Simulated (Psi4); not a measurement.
# SCAN/def2-SVP (Cholesky decomposition, cholesky tolerance 1e-05, sweep point 7) run of SiHBr (SMILES [SiH]Br)

What is the vertical ionisation energy of SiHBr at SCAN/def2-SVP (Cholesky decomposition, cholesky tolerance 1e-05, sweep point 7)? 

The results are computed with Psi4 1.11.

2 further runs of the same task are left out: 2 for a known fault of the program.

## 1. The molecule

The species is SiHBr (3 atoms), meant as a singlet with charge 0. As SMILES, `[SiH]Br`. The coordinates come from a PBE0-D4/def2-TZVP relaxation.

Bond lengths: Si1–Br2 2.245 Å, Si1–H3 1.527 Å. Angles: Br2–Si1–H3 94.0°.

## 2. A single-point energy at SCAN/def2-SVP (Cholesky decomposition, cholesky tolerance 1e-05, sweep point 7)

File calc.dat:

```
memory 1600 mb

molecule {
  0 1
  Si    -0.624700     0.521900    -0.296100
  Br     1.340900     0.401500     0.781400
  H     -0.727100    -0.988300    -0.498600
  symmetry c1
}

set {
  puream               true
  scf_type             cd
  dft_radial_points    99
  dft_spherical_points 590
  cholesky_tolerance   1e-05
}

e, wfn = energy('scan/def2-SVP', return_wfn=True)
```

Run with:

```console
$ psi4 -i calc.dat -o calc.out -n 1
```

calc.out:

```text
[...]
  Running in c1 symmetry.
[...]
  Nuclear repulsion =  126.973584171130398
[...]
  Multiplicity = 1
[...]
  Nalpha       = 25
  Nbeta        = 25
[...]
    Number of basis functions: 55
[...]
   @RKS iter   1: -2863.68220604746830   -1.30351e+00   2.58578e-02 DIIS/ADIIS
[...]
   @RKS iter   9: -2864.02358962441849   -1.87338e-08   5.27530e-07 DIIS
[...]
    Orbital Energies [Eh]
    ---------------------
    Doubly Occupied:
       1A   -482.204513     2A    -65.891525     3A    -62.273881
       4A    -56.079500     5A    -56.078749     6A    -56.077644
       7A     -8.636731     8A     -6.440577     9A     -6.436358
      10A     -6.431677    11A     -5.257532    12A     -3.607480
      13A     -3.602589    14A     -3.596799    15A     -2.535926
      16A     -2.535206    17A     -2.531806    18A     -2.528558
      19A     -2.528053    20A     -0.748832    21A     -0.474666
      22A     -0.341933    23A     -0.303451    24A     -0.293627
      25A     -0.223688
[...]
  @RKS Final Energy: -2864.02358962441849
   => Energetics <=
    Nuclear Repulsion Energy =            126.9735841711303976
    One-Electron Energy =               -4236.8611887094912163
    Two-Electron Energy =                1358.6473941612787257
    DFT Exchange-Correlation Energy =    -112.7833792473367254
    Empirical Dispersion Energy =           0.0000000000000000
    VV10 Nonlocal Energy =                  0.0000000000000000
    Total Energy =                      -2864.0235896244184914
[...]
 Multipole Moments:
 ------------------------------------------------------------------------------------
     Multipole            Electronic (a.u.)      Nuclear  (a.u.)        Total (a.u.)
 ------------------------------------------------------------------------------------
 L = 1.  Multiply by 2.5417464519 to convert [e a0] to [Debye]
 Dipole X            :          6.5119029           -6.8355258           -0.3236230
 Dipole Y            :          1.0352238           -1.1682352           -0.1330114
 Dipole Z            :          0.0000000            0.0000000            0.0000000
 Magnitude           :                                                    0.3498912
[...]
```

Wall time 13 s (1 thread of AMD EPYC 7R43 (Zen 3), shared host); peak memory 0.71 GiB.

## 3. The doublet cation, same level

File job.dat:

```
memory 1600 MB

molecule mol {
  1 2
  Si    -0.624700     0.521900    -0.296100
  Br     1.340900     0.401500     0.781400
  H     -0.727100    -0.988300    -0.498600
  symmetry c1
}

set basis def2-SVP
set reference uks
set puream true
set scf_type cd
set dft_radial_points 99
set dft_spherical_points 590
set cholesky_tolerance 1e-05
set maxiter 150

energy('scan')
print_variables()
```

Run with:

```console
$ psi4 -i job.dat -o job.out -n 1
```

job.out:

```text
[...]
  Running in c1 symmetry.
[...]
  Nuclear repulsion =  126.973584171130398
[...]
  Multiplicity = 2
[...]
  Nalpha       = 25
  Nbeta        = 24
[...]
    Number of basis functions: 55
[...]
   @UKS iter   1: -2863.34824043744356   -9.69548e-01   2.55602e-02 DIIS/ADIIS
[...]
   @UKS iter  11: -2863.68746686733584   -1.45269e-08   4.19306e-07 DIIS
[...]
   @S^2 Observed:                7.589827174E-01
[...]
    Orbital Energies [Eh]
    ---------------------
    Alpha Occupied:
       1A   -482.465261     2A    -66.196757     3A    -62.533793
       4A    -56.340433     5A    -56.338170     6A    -56.338123
       7A     -8.896162     8A     -6.701154     9A     -6.693399
      10A     -6.692703    11A     -5.558999    12A     -3.908921
      13A     -3.904255    14A     -3.901284    15A     -2.795706
      16A     -2.793729    17A     -2.793459    18A     -2.787449
      19A     -2.787425    20A     -1.001881    21A     -0.745266
      22A     -0.602338    23A     -0.551755    24A     -0.539758
      25A     -0.505850
    Alpha Virtual:
[...]
  @UKS Final Energy: -2863.68746686733584
   => Energetics <=
    Nuclear Repulsion Energy =            126.9735841711303976
    One-Electron Energy =               -4223.5804660918893205
    Two-Electron Energy =                1345.3950561478218333
    DFT Exchange-Correlation Energy =    -112.4756410943993643
    Empirical Dispersion Energy =           0.0000000000000000
    VV10 Nonlocal Energy =                  0.0000000000000000
    Total Energy =                      -2863.6874668673358428
[...]
 Multipole Moments:
 ------------------------------------------------------------------------------------
     Multipole            Electronic (a.u.)      Nuclear  (a.u.)        Total (a.u.)
 ------------------------------------------------------------------------------------
 L = 1.  Multiply by 2.5417464519 to convert [e a0] to [Debye]
 Dipole X            :          4.5537310           -6.8355258           -2.2817948
 Dipole Y            :          1.0971758           -1.1682352           -0.0710594
 Dipole Z            :         -0.0000000            0.0000000           -0.0000000
 Magnitude           :                                                    2.2829010
[...]
```

Run time: 26 s. Hardware: 1 thread of AMD EPYC 7R43 (Zen 3), shared host; peak memory 0.72 GiB.

## 4. Summary of results

Level: SCAN/def2-SVP (Cholesky decomposition, cholesky tolerance 1e-05, sweep point 7).

```
                                          quantity           value
                       singlet SiHBr: total energy  -2864.02359 Eh
                      singlet SiHBr: dipole moment          0.89 D
                        singlet SiHBr: HOMO energy        -6.09 eV
                        singlet SiHBr: LUMO energy        -3.84 eV
                      singlet SiHBr: HOMO–LUMO gap         2.25 eV
                      doublet cation: total energy  -2863.68747 Eh
doublet cation: HOMO energy (highest over α and β)       -13.76 eV
 doublet cation: LUMO energy (lowest over α and β)       -12.08 eV
                              doublet cation: ⟨S²⟩           0.759
vertical ionisation energy (to the doublet cation)        9.146 eV
```

**Reading.** The vertical ionisation energy comes to 9.15 eV (882 kJ/mol). The negative HOMO energy of the first species, 6.09 eV, lies 3.06 eV below that difference.
